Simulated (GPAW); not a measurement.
NbCu: single point with PBE

The system is NbCu.

```
CELL_PARAMETERS angstrom
0.00000 2.56221 2.56221
2.56221 0.00000 2.56221
2.56221 2.56221 0.00000
ATOMIC_POSITIONS crystal
Nb 0.00000 0.00000 0.00000
Cu 0.50000 0.50000 0.50000
```

The cell was built by a generator and needn't be a form met in nature.

- Program: GPAW 26.7.0
- Task: single point
- Functional: PBE
- Potentials or basis: GPAW PAW data sets (gpaw-data 1.2.1)
- Cutoff: 600 eV
- Basis: pw
- k mesh: 9 × 9 × 9
- Occupations: fermi-dirac, width 0.05 eV
- Spin: no spin polarisation

```
Pressure               : 0.0 GPa
Band gap on the k mesh : none (metal or under the smearing width)
```

Levels at points of the mesh, in eV from the Fermi level:
| k point | band 8 | band 9 | band 10 | band 11 | band 12 | band 13 | band 14 | band 15 | band 16 | band 17 |
| --- | --- | --- | --- | --- | --- | --- | --- | --- | --- | --- |
| (0.00, 0.00, 0.00) | -3.96 | -3.96 | -3.96 | 1.02 | 1.02 | 1.02 | 2.40 | 2.40 | 8.88 | 8.88 |

It took 26 s on 1 thread of Arm Neoverse V1, on a shared host, peak memory 0.16 GiB.

Caveat: with this Cu data set, volumes or pressures lay over 1.5 % or 2 GPa off other programs in two to four cells of ten.
